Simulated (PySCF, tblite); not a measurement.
**C5H3FO: geometry, infrared bands, NMR shifts and spin-spin couplings**

What infrared bands, NMR shifts and spin-spin couplings should C5H3FO (`CC#CC(F)=C=O`) show?

The runs use tblite 0.8.0 and PySCF 2.14.0, with density-fitted response routines of our own; the level of theory stands in each step. All values are computed, except where a source is named. Atoms count from 0, in the outputs and in this text.

## 1. The molecule as given

10 atoms, charge 0, multiplicity 1; geometry from: force field or distance geometry start.

Bonds of the start (Å): C0–C1 1.45, C1–C2 1.24, C2–C3 1.42, C3–F4 1.37, C3–C5 1.31, C5–O6 1.24, C0–H7 1.11, C0–H8 1.11, C0–H9 1.11.

## 2. Optimising the geometry with GFN2-xTB

Job settings and geometry (Å):

```
{"job": {"kind": "relax", "xc": "GFN2-xTB", "basis": "xTB"}, "charge": 0, "multiplicity": 1}
C     -1.216200     1.758200     0.397200
C     -0.456400     0.545400     0.152700
C      0.210900    -0.476400    -0.049900
C      0.988000    -1.640100    -0.315400
F      1.178000    -2.543600     0.693100
C      1.523200    -1.873300    -1.485500
O      2.029900    -2.102000    -2.596400
H     -2.182700     1.750100    -0.152400
H     -0.701400     2.660500    -0.000500
H     -1.364400     1.926000     1.481700
```

Run with:

```
> OMP_NUM_THREADS=1 python probes_run.py task.json out
```

This one command runs all jobs of the session in turn.

**Question.** This job is followed by: GFN2-xTB harmonic vibrations, gas phase; GIAO PBE0/pcSseg-1 NMR shielding, non-relativistic, gas phase; B3LYP/pcJ-1 indirect spin-spin coupling, non-relativistic, gas phase. Predict these results of the whole session: strongest single infrared mode (GFN2-xTB); zero-point energy (GFN2-xTB); ¹³C shifts against TMS (PBE0/pcSseg-1); ¹H shifts against TMS (PBE0/pcSseg-1, means over atoms taken as alike); ¹⁹F shifts against CFCl3 (PBE0/pcSseg-1); ¹⁷O shifts against H2O (PBE0/pcSseg-1); largest coupling of the table (B3LYP/pcJ-1).

The runs gave:

```
                                                              quantity                               value
                             strongest single infrared mode (GFN2-xTB)              2254 cm⁻¹, 1159 km/mol
                                          zero-point energy (GFN2-xTB)                       38.4 kcal/mol
                                ¹³C shifts against TMS (PBE0/pcSseg-1)  262.4, 149.9, 116.4, 67.8, 8.3 ppm
¹H shifts against TMS (PBE0/pcSseg-1, means over atoms taken as alike)                            2.65 ppm
                              ¹⁹F shifts against CFCl3 (PBE0/pcSseg-1)                          -317.5 ppm
                                ¹⁷O shifts against H2O (PBE0/pcSseg-1)                           597.8 ppm
                           largest coupling of the table (B3LYP/pcJ-1)            ¹J(C,F) C3–F4, -262.7 Hz
```

Relaxing lowered the energy by 0.401 eV in 28 steps; the close pair that moved most is C5–O6, from 1.242 to 1.163 Å. The lowest mode is imaginary (38i cm⁻¹), so the xTB geometry is not a minimum. The strongest single mode, at 2254 cm⁻¹, moves mainly C5. Unscaled tight-binding wavenumbers are off by several per cent, some by more. Its intensities can rank the bands wrongly. At PBE0/pcSseg-1: Shielding is most anisotropic at O6 (span 916 ppm, paramagnetic term -662 ppm). Of the pairs tabulated at B3LYP/pcJ-1, C3–F4 couples most strongly (-262.7 Hz; Fermi contact -327.8 Hz).
